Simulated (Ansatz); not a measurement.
I need a rigid scan of one bond angle of FH2O2Si, SMILES [O][SiH](O)F. Use Ansatz's Python interface. Use (for the species named): Hartree-Fock, 6-31G* basis, multiplicity 2.

```json
{"atom": "O", "x (Å)": "-1.0488", "y (Å)": "-1.4594", "z (Å)": "0.1196"}
{"atom": "Si", "x (Å)": "0.0964", "y (Å)": "-0.2025", "z (Å)": "0.2951"}
{"atom": "O", "x (Å)": "-0.3751", "y (Å)": "1.1891", "z (Å)": "-0.6264"}
{"atom": "F", "x (Å)": "0.3024", "y (Å)": "0.2251", "z (Å)": "1.9219"}
{"atom": "H", "x (Å)": "1.3965", "y (Å)": "-0.7158", "z (Å)": "-0.1999"}
{"atom": "H", "x (Å)": "-0.3293", "y (Å)": "0.8995", "z (Å)": "-1.5564"}
```

`fh2o2si_bend.py`
```python
# -*- coding: utf-8 -*-
"""Energy of FH2O2Si against one bond angle."""

import warnings

import ansatz as az
from ase import Atoms

warnings.simplefilter("ignore", az.DeckWarning)

atoms = Atoms(["O", "Si", "O", "F", "H", "H"], positions=[
    (-1.0488, -1.4594, 0.1196),
    (0.0964, -0.2025, 0.2951),
    (-0.3751, 1.1891, -0.6264),
    (0.3024, 0.2251, 1.9219),
    (1.3965, -0.7158, -0.1999),
    (-0.3293, 0.8995, -1.5564),
])

# relax first, so that the scan starts from a minimum
first = (
    az.Crystal.molecule_from_ase(atoms).calculation()
    .basis(gaussian="6-31G*")
    .functional("hf")
    .spin("collinear", total=1)  # spin-polarised run
    .relax(force_tolerance=0.02, max_steps=80)
)
atoms.positions = first.run(threads=1).report["positions_ang"]

rows = []
for angle in [90, 100, 110, 120, 135, 150, 165, 179]:
    bent = atoms.copy()
    bent.set_angle(1, 2, 5, angle, indices=[5])
    model = az.Crystal.molecule_from_ase(bent).calculation()
    model = model.basis(gaussian="6-31G*").functional("hf")
    model = model.spin("collinear", total=1)
    rows.append((angle, model.run(threads=1).report["free_energy_ev"]))
floor = min(e for _, e in rows)
for angle, e in rows:
    print(f"angle Si1-O2-H5 = {angle:3d} deg   {1000 * (e - floor):9.1f} meV")
```

```console
$ python fh2o2si_bend.py
angle Si1-O2-H5 =  90 deg       439.3 meV
angle Si1-O2-H5 = 100 deg       175.1 meV
angle Si1-O2-H5 = 110 deg        39.4 meV
angle Si1-O2-H5 = 120 deg         0.0 meV
angle Si1-O2-H5 = 135 deg        61.3 meV
angle Si1-O2-H5 = 150 deg       190.1 meV
angle Si1-O2-H5 = 165 deg       308.5 meV
angle Si1-O2-H5 = 179 deg       357.6 meV
```

What to keep in mind:
- The scan is rigid, and the energies are electronic, in a modest basis. The zero is the lowest point of the grid, which needn't be the minimum.
- The run takes the species as open-shell (spin multiplicity 2), which needn't be its ground state.
- Hardware and time: 41 s on 1 thread of Arm Neoverse V1, with other jobs on the host, peak memory 0.22 GiB.
